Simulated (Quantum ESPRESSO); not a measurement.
# NbTe (P-6m2) in Quantum ESPRESSO: notebook

Runs on NbTe. Level: PBEsol. Tasks: relaxation of cell and atoms.

All numbers are computed with Quantum ESPRESSO 7.5; they aren't measurements. Logs are shortened: lines on timing, memory, paths and dates and some standing lists are left out, and cuts for length are marked.

### Step 1. The crystal as given

The structure is hexagonal, space group P-6m2 (No. 187). Conventional cell: a = 3.703 Å, b = 3.703 Å, c = 3.694 Å, α = 90.00°, β = 90.00°, γ = 120.00°. Te (site symmetry -6m2) is surrounded by 6 Nb at 2.83 Å. Around Nb (site symmetry -6m2) lie 6 Te at 2.83 Å.

The cell comes from a database or a generator and needn't be the stable form of this composition.

### Step 2. Relaxation of cell and atoms, PBEsol, target pressure 20 GPa, at which the enthalpy is minimised

Contents of pw.in:

```
&CONTROL
  calculation = 'vc-relax'
  prefix = 'pwscf'
  outdir = './tmp'
  pseudo_dir = './pseudo'
  tprnfor = .true.
  tstress = .true.
  disk_io = 'low'
  nstep = 40
  forc_conv_thr = 0.0004
  etot_conv_thr = 1d-05
/
&SYSTEM
  ibrav = 0
  A = 3.70297439
  nat = 2
  ntyp = 2
  ecutwfc = 52
  ecutrho = 414
  nbnd = 16
  occupations = 'smearing'
  smearing = 'fd'
  degauss = 0.00367493
/
&ELECTRONS
  conv_thr = 4d-10
  electron_maxstep = 120
  mixing_beta = 0.5
/
&IONS
  ion_dynamics = 'bfgs'
/
&CELL
  cell_dynamics = 'bfgs'
  press = 200
  press_conv_thr = 0.3
/
ATOMIC_SPECIES
Te   127.6000 te_pbesol_v1.uspp.F.UPF
Nb    92.9064 nb_pbesol_v1.uspp.F.UPF
CELL_PARAMETERS alat
   0.9999999991    0.0000000000    0.0000000000
  -0.4999999995    0.8660254030    0.0000000000
   0.0000000000    0.0000000000    0.9976334187
ATOMIC_POSITIONS alat
Te     0.4999999996    0.2886751343    0.0000000000
Nb     0.0000000000    0.0000000000    0.4988167093
K_POINTS automatic
8 8 7 0 0 0
```

Potentials or basis: GBRV 1.5 PBEsol.

Started as:

```sh
> OMP_NUM_THREADS=1 mpirun -n 2 pw.x -nk 2 -in pw.in > pw.out
```

pw.out:

```text
This program is part of the open-source Quantum ESPRESSO suite
     for quantum simulation of materials; please cite
         "P. Giannozzi et al., J. Phys.:Condens. Matter 21 395502 (2009);
         "P. Giannozzi et al., J. Phys.:Condens. Matter 29 465901 (2017);
         "P. Giannozzi et al., J. Chem. Phys. 152 154105 (2020);
     in publications or presentations arising from this work. More details at

     Message from routine setup:
     using ibrav=0 with symmetry is DISCOURAGED, use correct ibrav instead

     K-points division:     npool     =       2
     Subspace diagonalization in iterative solution of the eigenvalue problem:
     a serial algorithm will be used

     G-vector sticks info
     --------------------
     sticks:   dense  smooth     PW     G-vecs:    dense   smooth      PW
     Sum        1393     703    211                42093    14919    2495

     Using Slab Decomposition

     bravais-lattice index     =            0
     lattice parameter (alat)  =       6.9976  a.u.
     unit-cell volume          =     296.0400 (a.u.)^3
     number of atoms/cell      =            2
     number of atomic types    =            2
     number of electrons       =        19.00
     number of Kohn-Sham states=           16
     kinetic-energy cutoff     =      52.0000  Ry
     charge density cutoff     =     414.0000  Ry
     scf convergence threshold =      4.0E-10
     mixing beta               =       0.5000
     number of iterations used =            8  plain     mixing
     energy convergence thresh.=      1.0E-05
     force convergence thresh. =      4.0E-04
     press convergence thresh. =      3.0E-01
     Exchange-correlation= SLA  PW   PSX  PSC
                           (   1   4  10   8   0   0   0)
     nstep                     =           40

     celldm(1)=   6.997607  celldm(2)=   0.000000  celldm(3)=   0.000000
     celldm(4)=   0.000000  celldm(5)=   0.000000  celldm(6)=   0.000000

     crystal axes: (cart. coord. in units of alat)
               a(1) = (   1.000000   0.000000   0.000000 )
               a(2) = (  -0.500000   0.866025   0.000000 )
               a(3) = (   0.000000   0.000000   0.997633 )

     reciprocal axes: (cart. coord. in units 2 pi/alat)
               b(1) = (  1.000000  0.577350 -0.000000 )
               b(2) = (  0.000000  1.154701  0.000000 )
               b(3) = (  0.000000 -0.000000  1.002372 )

     PseudoPot. # 1 for Te read from file:
     te_pbesol_v1.uspp.F.UPF
     Pseudo is Ultrasoft + core correction, Zval =  6.0
     Generated by new atomic code, or converted to UPF format
     Using radial grid of  891 points,  5 beta functions with:
                l(1) =   0
                l(2) =   0
                l(3) =   1
                l(4) =   1
                l(5) =   2
     Q(r) pseudized with  6 coefficients,  rinner =    1.800   1.800   1.800
                                                       1.800   1.800

     PseudoPot. # 2 for Nb read from file:
     nb_pbesol_v1.uspp.F.UPF
     Pseudo is Ultrasoft + core correction, Zval = 13.0
     Generated by new atomic code, or converted to UPF format
     Using radial grid of  887 points,  6 beta functions with:
[... 333 lines left out ...]
   -41.7986 -18.1030 -17.9286 -17.8910   1.5437   7.5252   8.0019   9.1417
    12.5461  14.8447  15.3694  15.9027  16.1411  17.1026  18.2004  21.3371

     the Fermi energy is    13.7202 ev

!    total energy              =    -144.38979366 Ry
     estimated scf accuracy    <          2.0E-10 Ry
     smearing contrib. (-TS)   =      -0.00087336 Ry
     internal energy E=F+TS    =    -144.38892030 Ry

     The total energy is F=E-TS. E is the sum of the following terms:
     one-electron contribution =     -30.96152561 Ry
     hartree contribution      =      23.98745533 Ry
     xc contribution           =     -32.77805491 Ry
     ewald contribution        =    -104.63679511 Ry

     convergence has been achieved in   8 iterations

     Forces acting on atoms (cartesian axes, Ry/au):

     atom    1 type  1   force =     0.00000000    0.00000000    0.00000000
     atom    2 type  2   force =    -0.00000000   -0.00000000    0.00000000

     Total force =     0.000000     Total SCF correction =     0.000000

     Computing stress (Cartesian axis) and pressure

          total   stress  (Ry/bohr**3)                   (kbar)     P=      -46.73
  -0.00031548   0.00000000   0.00000000          -46.41        0.00        0.00
   0.00000000  -0.00031548   0.00000000            0.00      -46.41        0.00
   0.00000000   0.00000000  -0.00032203            0.00        0.00      -47.37

     BFGS Geometry Optimization
     Energy error            =      7.1E-02 Ry
     Gradient error          =      2.0E-26 Ry/Bohr
     Cell gradient error     =      2.5E+02 kbar

     number of scf cycles    =   1
     number of bfgs steps    =   0

     enthalpy           new  =    -143.9873059038 Ry

     new trust radius        =       0.1446668332 bohr
     new conv_thr            =       0.0000000004 Ry

     new unit-cell volume =    260.34000 a.u.^3 (    38.57841 Ang^3 )
     density =      9.49131 g/cm^3

CELL_PARAMETERS (alat=  6.99760744)
   0.958123761   0.000000000   0.000000000
  -0.479061880   0.829759517   0.000000000
   0.000000000   0.000000000   0.955692804

ATOMIC_POSITIONS (alat)
Te               0.4790618804        0.2765865056        0.0000000000
Nb              -0.0000000000       -0.0000000000        0.4778464018

     NEW-OLD atomic charge density approx. for the potential
     New effective cutoffs (rho, wfc):  450.91   56.66

     Self-consistent Calculation

     iteration #  1     ecut=    52.00 Ry     beta= 0.50
     Davidson diagonalization with overlap
     ethr =  1.00E-06,  avg # of iterations =  8.7

     total energy              =    -144.37772253 Ry
     estimated scf accuracy    <       0.00417768 Ry
[... 5 lines left out ...]
     total energy              =    -144.37906850 Ry
     estimated scf accuracy    <       0.00136948 Ry

[... 42 further cycles ...]
     iteration #  1     ecut=    52.00 Ry     beta= 0.50
     Davidson diagonalization with overlap
     c_bands:  1 eigenvalues not converged
     c_bands:  1 eigenvalues not converged
     c_bands:  1 eigenvalues not converged
     c_bands:  1 eigenvalues not converged
     ethr =  1.00E-06,  avg # of iterations = 15.7
[... 60 lines left out ...]
     iteration # 10     ecut=    52.00 Ry     beta= 0.50
     Davidson diagonalization with overlap
     ethr =  2.43E-13,  avg # of iterations =  1.9

     End of self-consistent calculation

          k = 0.0000 0.0000 0.0000 (  1617 PWs)   bands (ev):

   -38.7096 -15.0706 -14.7243 -14.7243   1.2351  12.7516  13.4412  13.4412
    13.7874  16.8916  16.8916  19.7127  19.7127  20.6655  23.0763  24.4383
[... 193 lines left out ...]
   -38.6751 -15.1482 -14.9378 -14.8539   3.9602   9.3998  10.4620  11.5212
    15.0408  17.8594  18.9956  19.4832  19.7087  20.7006  21.8298  25.3208

     the Fermi energy is    16.6290 ev

!    total energy              =    -144.37227034 Ry
     estimated scf accuracy    <          5.2E-13 Ry
     smearing contrib. (-TS)   =      -0.00051411 Ry
     internal energy E=F+TS    =    -144.37175623 Ry

     The total energy is F=E-TS. E is the sum of the following terms:
     one-electron contribution =     -22.92500432 Ry
     hartree contribution      =      22.03494503 Ry
     xc contribution           =     -33.08991432 Ry
     ewald contribution        =    -110.39178261 Ry

     convergence has been achieved in  10 iterations

     Forces acting on atoms (cartesian axes, Ry/au):

     atom    1 type  1   force =    -0.00000000    0.00000000   -0.00000000
     atom    2 type  2   force =     0.00000000   -0.00000000    0.00000000

     Total force =     0.000000     Total SCF correction =     0.000000

     Computing stress (Cartesian axis) and pressure

          total   stress  (Ry/bohr**3)                   (kbar)     P=      199.42
   0.00135528  -0.00000000   0.00000000          199.37       -0.00        0.00
  -0.00000000   0.00135528  -0.00000000           -0.00      199.37       -0.00
   0.00000000  -0.00000000   0.00135622            0.00       -0.00      199.51

=------------------------------------------------------------------------------=
   JOB DONE.
=------------------------------------------------------------------------------=
```

Wall time 87 s (2 MPI ranks of Arm Neoverse V1, shared host); peak memory 0.32 GiB.

Results:

```yaml
Free_energy: -1964.2848 eV
Relaxed_volume: 18.76 Å³/atom
Relaxed_cell: a = 3.456 Å, b = 3.456 Å, c = 3.627 Å, α = 90.00°, β = 90.00°, γ = 120.00°
Space_group_after_relaxing_to_0.05_Å: P-6m2 (No. 187)
Energy_change_on_relaxing_the_enthalpy_is_what_falls: +118.7 meV/atom
Ionic_steps: 7
Pressure_after_relaxing: 19.9 GPa
Band_gap_on_the_k_mesh: none (metal or under the smearing width)
```

Step by step:
| step | energy change (eV) | largest force (eV/Å) | pressure (GPa) | volume (Å³) |
| --- | --- | --- | --- | --- |
| 1 | 0.0000 | 0.0000 | -4.67 | 43.87 |
| 2 | 0.1426 | 0.0000 | 15.69 | 38.58 |
| 3 | 0.2510 | 0.0000 | 21.22 | 37.55 |
| 4 | 0.2498 | 0.0000 | 21.15 | 37.49 |
| 5 | 0.2421 | 0.0000 | 20.55 | 37.49 |
| 6 | 0.2384 | 0.0000 | 20.05 | 37.51 |
| 7 | 0.2373 | 0.0000 | 20.00 | 37.51 |

Final structure:
```
Te Nb
1.0
     3.45596    0.00000    0.00000
    -1.72798    2.99295    0.00000
     0.00000    0.00000    3.62688
Te Nb
1 1
Direct
  0.66667 0.33333 0.00000
  0.00000 0.00000 0.50000
```

The run has no spin-orbit coupling, so splittings on Te are missing.

### Step 3. Relaxation of cell and atoms, PBEsol, target pressure 30 GPa, at which the enthalpy is minimised

pw.in: that of step 2 with these lines changed.

```diff
@@ -34,3 +34,3 @@
   cell_dynamics = 'bfgs'
-  press = 200
+  press = 300
   press_conv_thr = 0.3
```

Potentials or basis: GBRV 1.5 PBEsol.

Started as:

```sh
> OMP_NUM_THREADS=1 mpirun -n 2 pw.x -nk 2 -in pw.in > pw.out
```

Wall time 95 s (2 MPI ranks of Arm Neoverse V1, shared host); peak memory 0.32 GiB.

It converged, with:

```yaml
Free_energy: -1964.0384 eV
Relaxed_volume: 17.96 Å³/atom
Relaxed_cell: a = 3.386 Å, b = 3.386 Å, c = 3.619 Å, α = 90.00°, β = 90.00°, γ = 120.00°
Space_group_after_relaxing_to_0.05_Å: P-6m2 (No. 187)
Energy_change_on_relaxing_the_enthalpy_is_what_falls: +241.8 meV/atom
Ionic_steps: 8
Pressure_after_relaxing: 29.9 GPa
Band_gap_on_the_k_mesh: none (metal or under the smearing width)
```

Step by step:
| step | energy change (eV) | largest force (eV/Å) | pressure (GPa) | volume (Å³) |
| --- | --- | --- | --- | --- |
| 1 | 0.0000 | 0.0000 | -4.67 | 43.87 |
| 2 | 0.4149 | 0.0000 | 28.14 | 36.56 |
| 3 | 0.4752 | 0.0000 | 30.65 | 36.13 |
| 4 | 0.4835 | 0.0000 | 30.92 | 36.00 |
| 5 | 0.4865 | 0.0000 | 30.59 | 35.92 |
| 6 | 0.4836 | 0.0000 | 30.12 | 35.93 |
| 7 | 0.4834 | 0.0000 | 30.01 | 35.93 |
| 8 | 0.4836 | 0.0000 | 30.00 | 35.93 |

Final structure:
```
CELL_PARAMETERS angstrom
3.38562 0.00000 0.00000
-1.69281 2.93203 0.00000
0.00000 0.00000 3.61913
ATOMIC_POSITIONS crystal
Te 0.66667 0.33333 0.00000
Nb 0.00000 0.00000 0.50000
```

Levels at points of the mesh, in eV from the Fermi level:
```csv
k point,band 8,band 9,band 10,band 11,band 12,band 13
"(0.00, 0.00, 0.00)",-3.15,-3.01,0.30,0.30,3.31,3.31
"(0.00, -0.50, 0.00)",-3.63,-2.28,-0.39,1.97,2.52,3.31
```

Caveat: the volume moved by over 15 % at a fixed basis, so the end points are rough.
